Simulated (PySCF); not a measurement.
**C2H4BN (SMILES B1C=NC1): a chain of runs**

We compute a structure relaxation (SOGGA11/6-31G*), then the harmonic vibrations, then the energy (MP2/MINAO) of C2H4BN. The job is set up through a Python script.

The results are computed with PySCF 2.14.0.

**1. The system as given**

C2H4BN: 8 atoms, total charge 0, spin state singlet. As SMILES, `B1C=NC1`. Geometry: a rough force-field guess. The run starts from this shape.

Bond lengths: B1–C2 1.570 Å, C2–N3 1.311 Å, B1–C4 1.421 Å, N3–C4 1.370 Å, B1–H5 1.243 Å, C2–H6 1.101 Å, C4–H7 1.081 Å, C4–H8 1.137 Å. Some angles: B1–C2–N3 90.6°, C2–B1–C4 81.1°, C2–N3–C4 93.2°, B1–C4–N3 94.9°, B1–C2–H6 134.0°, N3–C2–H6 135.3°, C2–B1–H5 137.6°, C4–B1–H5 141.3°, B1–C4–H7 114.0°, B1–C4–H8 109.6°.

**2. A geometry optimisation at SOGGA11/6-31G(d) (density fitting with aug-cc-pvtz-jkfit, spherical functions) (run 1)**

Input file calc.py:

```python
from pyscf import gto, dft
from pyscf.geomopt.geometric_solver import kernel as optimise

mol = gto.Mole()
mol.atom = '''
B   -0.317200   0.473600  -0.588000
C    0.351400   0.788700   0.797000
N    0.544300  -0.490500   1.011600
C    0.028700  -0.850700  -0.205000
H   -0.878800   1.103600  -1.499900
H    0.574800   1.717000   1.345300
H    0.707000  -1.342400  -0.887700
H   -0.917900  -1.456300  -0.029100
'''
mol.spin = 0
mol.max_memory = 1860
mol.verbose = 3
mol.basis = '6-31g*'
mol.build()

ks = dft.RKS(mol)
ks.xc = 'sogga11'
ks = ks.density_fit(auxbasis='aug-cc-pvtz-jkfit')
converged, mol_eq = optimise(ks, maxsteps=100, convergence_set='GAU_TIGHT')
print('converged:', converged)
print(mol_eq.tostring())

ks.reset(mol_eq)
mol = mol_eq
ks.kernel()
energy = ks.e_tot
print('E = %.10f Eh' % energy)
```

On the command line:

```bash
$ OMP_NUM_THREADS=1 python calc.py
```

The log of the run:

```text
convergence_set           GAU_TIGHT
maxiter                   100
----------------------------------------------------------
Custom engine selected.
Bonds will be generated from interatomic distances less than 1.20 times sum of covalent radii
24 internal coordinates being used (instead of 24 Cartesians)
Internal coordinate system (atoms numbered from 1):
Distance 1-2
Distance 1-4
Distance 1-5
Distance 2-3
Distance 2-6
Distance 3-4
Distance 4-7
Distance 4-8
Angle 2-1-5
Angle 4-1-5
Angle 1-2-6
Angle 3-2-6
Angle 2-3-4
Angle 1-4-3
Angle 1-4-7
Angle 1-4-8
Angle 3-4-7
Angle 3-4-8
Angle 7-4-8
Out-of-Plane 1-2-4-5
Out-of-Plane 2-1-3-6
Dihedral 4-1-2-3
Dihedral 4-1-2-6
Dihedral 5-1-2-3
Dihedral 5-1-2-6
Dihedral 2-1-4-3
Dihedral 2-1-4-7
Dihedral 2-1-4-8
Dihedral 5-1-4-3
Dihedral 5-1-4-7
Dihedral 5-1-4-8
Dihedral 1-2-3-4
Dihedral 6-2-3-4
[... 43 lines left out ...]
Step    0 : Gradient = 7.881e-02/1.500e-01 (rms/max) Energy = -158.1091868372
[... 94 lines left out ...]
converged SCF energy = -158.150510635892
[... 105 lines left out ...]
converged SCF energy = -158.157706752013
[... 104 lines left out ...]
converged SCF energy = -158.159581675231
[... 105 lines left out ...]
converged SCF energy = -158.159582758716
[... 104 lines left out ...]
converged SCF energy = -158.159583209674
[... 104 lines left out ...]
converged SCF energy = -158.159588036566
[... 105 lines left out ...]
converged SCF energy = -158.159588197403
[... 104 lines left out ...]
converged SCF energy = -158.159588144296
[... 104 lines left out ...]
converged SCF energy = -158.159588064262
[... 104 lines left out ...]
converged SCF energy = -158.159587473078
[... 95 lines left out ...]
Converged! =D
[... 1 line left out ...]
converged: True
B          -0.22749725        0.45103106       -0.63891286
C           0.43875851        0.54626056        0.72671570
N          -0.05755569       -0.65440652        0.92336674
[... 4 lines of this table left out ...]
H          -0.97462464       -1.78192480       -0.72523100
converged SCF energy = -158.159587152794
E = -158.1595871528 Eh
```

It took 14 min on 1 thread of Intel Xeon at 2.50GHz (Skylake/Cascade Lake), shared host; peak memory 0.65 GiB.

Steps, from the record of the run:

```
step  energy from the first frame kept (eV)  largest force (eV/Å)
   0                                 0.0000                7.7157
   3                                -1.1199                0.2646
   6                                -1.1322                0.4942
   9                                -1.2470                0.9439
  12                                -1.3672                0.2409
  15                                -1.3713                0.0170
  18                                -1.3713                0.0170
  21                                -1.3713                0.0082
  24                                -1.3714                0.0096
  27                                -1.3714                0.0085
  30                                -1.3715                0.0090
  33                                -1.3715                0.0080
  36                                -1.3715                0.0084
  39                                -1.3715                0.0084
  42                                -1.3715                0.0084
  45                                -1.3715                0.0083
  48                                -1.3715                0.0083
  51                                -1.3715                0.0082
  54                                -1.3715                0.0084
```

After the run. Bond lengths: B1–C2 1.522 Å, C2–N3 1.314 Å, B1–C4 1.581 Å, N3–C4 1.508 Å, B1–H5 1.207 Å, C2–H6 1.092 Å, C4–H7 1.091 Å, C4–H8 1.096 Å. Some angles: B1–C2–N3 84.9°, C2–B1–C4 87.7°, C2–N3–C4 99.1°, B1–C4–N3 76.9°, B1–C2–H6 146.9°, N3–C2–H6 122.7°, C2–B1–H5 128.6°, C4–B1–H5 130.6°, B1–C4–H7 118.0°, B1–C4–H8 122.3°.

**3. The harmonic vibrations at SOGGA11/6-31G(d) (density fitting with aug-cc-pvtz-jkfit, spherical functions) (run 2)**

Input file run.py:

```python
from pyscf import gto, dft, symm
from pyscf.hessian import thermo

mol = gto.Mole()
mol.atom = '''
B   -0.226895   0.682706  -0.782210
C    0.439361   0.777936   0.583419
N   -0.056954  -0.422732   0.780070
C   -0.126999  -0.889958  -0.651958
H   -1.096803   1.379401  -1.245358
H    0.757961   1.425713   1.402806
H    0.815844  -1.368157  -0.922463
H   -0.974023  -1.550250  -0.868528
'''
mol.max_memory = 1860
mol.basis = '6-31g*'
mol.verbose = 3
mol.build()

mf = dft.RKS(mol)
mf.xc = 'sogga11'
mf = mf.density_fit(auxbasis='aug-cc-pvtz-jkfit')
mf.kernel()

e_tot = mf.e_tot
print('E = %.10f Eh' % e_tot)
hess = mf.Hessian().kernel()
modes = thermo.harmonic_analysis(mol, hess)
thermo.dump_normal_mode(mol, modes)
symm.geom.TOLERANCE = 1e-3  # for the symmetry number
th = thermo.thermo(mf, modes['freq_au'], 350, 101325)
thermo.dump_thermo(mol, th)
```

On the command line:

```bash
$ OMP_NUM_THREADS=1 python run.py
```

The log of the run:

```text
converged SCF energy = -158.159587152603
[... 87 lines left out ...]
Gibbs free energy [Eh] -158.13168
```

Run time: 2.2 min. Hardware: 1 thread of Intel Xeon at 2.50GHz (Skylake/Cascade Lake), shared host; peak memory 0.9 GiB.

**4. A single-point energy at MP2/MINAO (sfX2C, density fitting with cc-pvqz-jkfit, SS(V)PE acetonitrile) (run 3)**

Input file run.py:

```python
# B1C=NC1
from pyscf import gto, scf, mp, solvent

system = gto.M(
    atom='''
B     -0.227497     0.451031    -0.638913
C      0.438759     0.546261     0.726716
N     -0.057556    -0.654407     0.923367
C     -0.127601    -1.121633    -0.508661
H     -1.097405     1.147726    -1.102061
H      0.757359     1.194038     1.546103
H      0.815242    -1.599832    -0.779166
H     -0.974625    -1.781925    -0.725231
''',
    basis='minao',
    verbose=4,
    max_memory=1860,
)

hf = scf.RHF(system)
hf = hf.x2c()
hf = hf.density_fit(auxbasis='cc-pvqz-jkfit')
hf = hf.PCM()
hf.with_solvent.method = 'SS(V)PE'
hf.with_solvent.eps = 35.688
hf.kernel()

pt = mp.MP2(hf, frozen=4).run()
energy = pt.e_tot
print(f'total energy: {energy:.8f} hartree')
```

On the command line:

```bash
$ OMP_NUM_THREADS=1 python run.py
```

The log of the run:

```text
PySCF version 2.14.0

[... 53 lines left out ...]
Solvent Energy = -0.000613000244972272
[... 7 lines left out ...]
Solvent Energy = -0.00377022772638222
[... 7 lines left out ...]
Solvent Energy = -0.00440259523429285
[... 7 lines left out ...]
Solvent Energy = -0.00444559613318192
[... 7 lines left out ...]
Solvent Energy = -0.00444433372614635
[... 7 lines left out ...]
Solvent Energy = -0.00444444617636531
[... 7 lines left out ...]
Solvent Energy = -0.00444463775098583
[... 5 lines left out ...]
converged SCF energy = -156.837437300311
[... 1 line left out ...]
******** <class 'pyscf.mp.dfmp2.DFRMP2'> ********
nocc = 10, nmo = 20
frozen orbitals 4
E(DFRMP2) = -157.035694393557  E_corr = -0.19825709324615
E(SCS-DFRMP2) = -157.042231342168  E_corr = -0.204794041857089
E_corr(same-spin) = -0.0382090038903354
E_corr(oppo-spin) = -0.160048089355815
total energy: -157.03569439 hartree
```

Run time: 25 s. Hardware: 1 thread of Intel Xeon at 2.50GHz (Skylake/Cascade Lake), shared host; peak memory 0.24 GiB.

**5. Results**

| quantity | value |
| --- | --- |
| run 1, SOGGA11/6-31G*: total energy at the end | -158.15959 Eh |
| run 1, SOGGA11/6-31G*: dipole moment | 0.81 D |
| run 1, SOGGA11/6-31G*: HOMO energy | -5.74 eV |
| run 1, SOGGA11/6-31G*: LUMO energy | -2.21 eV |
| run 1, SOGGA11/6-31G*: HOMO–LUMO gap | 3.53 eV |
| run 2, SOGGA11/6-31G*: lowest harmonic wavenumber | 377 cm⁻¹ |
| run 2, SOGGA11/6-31G*: highest harmonic wavenumber | 3157 cm⁻¹ |
| run 2, SOGGA11/6-31G*: zero-point energy | 154.0 kJ/mol |
| run 2, SOGGA11/6-31G*: ideal-gas entropy at 350 K (symmetry number 1 as used) | 66.0 cal/(mol K) |
| run 3, MP2/MINAO: total energy | -157.03569 Eh |
| run 3, MP2/MINAO: dipole moment (Hartree–Fock density) | 1.07 D |
| run 3, MP2/MINAO: HOMO energy (Hartree–Fock orbitals) | -12.36 eV |
| run 3, MP2/MINAO: LUMO energy (Hartree–Fock orbitals) | 1.48 eV |
| run 3, MP2/MINAO: HOMO–LUMO gap (Hartree–Fock orbitals) | 13.84 eV |
| run 3, MP2/MINAO: correlation energy (4 core orbitals frozen) | -198.3 mEh |
| run 3, MP2/MINAO: solvent term in the energy | -11.7 kJ/mol |

The optimisation (run 1, SOGGA11/6-31G*) took 54 steps and changed the energy by -1.371 eV. All 18 modes (run 2, SOGGA11/6-31G*) are real, so the shape is a minimum at this level. Mulliken charges (run 2, SOGGA11/6-31G*) run from -0.27 on C4 to +0.16 on H7.
